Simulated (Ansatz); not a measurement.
# BrClGa: the cost of one run

Program: the Python package of Ansatz 0.2.0. Level of theory: PBE/def2-SVP. These are calculated values, not measurements.

## (1) The structure

Bond lengths: Cl1–Ga2 2.020 Å, Ga2–Br3 2.438 Å. Angles: Cl1–Ga2–Br3 109.0°.

No structure file is read: the coordinates are typed or built in the script.

## (2) The script

Contents of tae_brclga.py:

```python
"""Atomisation energy of BrClGa at the given geometry."""

from collections import Counter

import ansatz


def energy_of(molecule, charge=0, unpaired=0):
    calc = (
        molecule.calculation()
        .basis(gaussian="def2-SVP")
        .functional("pbe")
    )
    if charge:
        calc = calc.charge(charge)
    if unpaired:
        calc = calc.spin("collinear", total=unpaired)
    report = calc.run().report
    if report["published_state_doubts"]:
        print("  doubts:", report["published_state_doubts"])
    return report["free_energy_ev"]

mol = (
    ansatz.Crystal.molecule()
    .atom("Cl", (-0.0009, 1.7539, 0.1814))
    .atom("Ga", (-0.7687, -0.0151, -0.4194))
    .atom("Br", (0.7586, -1.8036, 0.2247))
)

# Hund ground states
unpaired = {"Cl": 1, "Ga": 1, "Br": 1}
counts = Counter(site.symbol for site in mol.cartesian_sites)
atom_energy = {s: energy_of(ansatz.Crystal.molecule().atom(s, (0, 0, 0)), 0, unpaired[s]) for s in counts}
whole = energy_of(mol, 0, 1)
for s, e in atom_energy.items():
    print(f"{s:2s} x{counts[s]}  {e:14.5f} eV")
print(f"BrClGa: {whole:.5f} eV")
split = sum(counts[s] * e for s, e in atom_energy.items()) - whole
print(f"atomisation energy (no zero-point term): {split:.3f} eV, {split / sum(counts.values()):.3f} eV an atom")
```

## (3) The input behind the calls

The package turns the script's settings into the engine's input (first run):

```yaml
crystal:
  periodic: [false, false, false]
  atoms:
    - { symbol: Cl, position_ang: [0.0, 0.0, 0.0] }
basis:
  gaussian:
    orbitals: def2-SVP
hamiltonian:
  xc: pbe
magnetization:
  spin_polarized: true
  initial_magnetization: 1.0
```

## (4) Launch

Run with:

```
> python tae_brclga.py
```

Q: Estimate wall time and peak memory on 1 thread of Arm Neoverse V2, shared host.

About 9.1 s, with a peak of 0.23 GiB.
